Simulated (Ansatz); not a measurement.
# C₂H₄FNOSi: how energies converge with the basis set

How large a basis does C₂H₄FNOSi need? Two functionals are run in growing sets.

Method: one geometry, several basis sets; program: Ansatz 0.2.0, Gaussian basis.

Plan: PBE0-D4/def2-SVP; ωB97M-V/def2-SVP; PBE0-D4/def2-QZVPP; ωB97M-V/def2-QZVPP; the functionals' def2-TZVPP values are taken from earlier runs.

## 1. The relaxed structure

All runs share one geometry, relaxed beforehand with PBE0-D4 in a triple-zeta def2 set.

SMILES `C[SiH](F)N=C=O`, 10 atoms, charge 0, spin multiplicity 1.

Atoms are counted from 1 here; the program's logs count them from 0.

Bond lengths: C1–Si2 1.842 Å, C1–H7 1.092 Å, C1–H8 1.092 Å, C1–H9 1.093 Å, Si2–F3 1.595 Å, Si2–N4 1.704 Å, Si2–H10 1.478 Å, N4–C5 1.195 Å, C5–O6 1.163 Å. Angles: Si2–C1–H7 110.7°, Si2–C1–H8 110.7°, Si2–C1–H9 110.4°, H7–C1–H8 108.4°, H7–C1–H9 108.3°, H8–C1–H9 108.3°, C1–Si2–F3 109.5°, C1–Si2–N4 109.7°, C1–Si2–H10 113.8°, F3–Si2–N4 107.8°, F3–Si2–H10 107.2°, N4–Si2–H10 108.6°, Si2–N4–C5 160.7°, N4–C5–O6 177.8°.

## 2. PBE0-D4 in def2-SVP

Contents of in.yaml:

```yaml
crystal:
  periodic: [false, false, false]
  atoms:
    - {symbol: C, position_ang: [-1.318885, -0.731817, 0.573031]}
    - {symbol: Si, position_ang: [0.243811, -0.552451, -0.384718]}
    - {symbol: F, position_ang: [1.343458, -1.551493, 0.196766]}
    - {symbol: N, position_ang: [0.842086, 1.034635, -0.218578]}
    - {symbol: C, position_ang: [1.568176, 1.980182, -0.298089]}
    - {symbol: O, position_ang: [2.243888, 2.924777, -0.355043]}
    - {symbol: H, position_ang: [-1.152048, -0.507511, 1.629027]}
    - {symbol: H, position_ang: [-1.705932, -1.750287, 0.493077]}
    - {symbol: H, position_ang: [-2.079046, -0.045078, 0.192743]}
    - {symbol: H, position_ang: [0.097694, -0.852058, -1.825117]}
basis:
  gaussian: {orbitals: def2-SVP}
hamiltonian: {xc: pbe0, dispersion: d4}
output: {orbitals: {seedname: orbitals}}
```

After this run come: ωB97M-V in def2-SVP; PBE0-D4 in def2-QZVPP; ωB97M-V in def2-QZVPP.

**Question.** What will the summary of the whole plan be? Wanted: PBE0-D4: double and triple zeta above quadruple; ωB97M-V: double and triple zeta above quadruple.

As calculated:

| quantity | value |
| --- | --- |
| PBE0-D4: double and triple zeta above quadruple | 13.66, 0.73 eV |
| ωB97M-V: double and triple zeta above quadruple | 13.90, 0.68 eV |

In words: PBE0-D4 gains 12.93 eV from double to triple zeta, then 0.73 eV more. Total energies overstate the basis error of differences, where much of it tends to cancel. The LUMO of ωB97M-V is positive and keeps falling with the basis (2.65 to 1.64 eV): an unbound level that the basis holds in place.
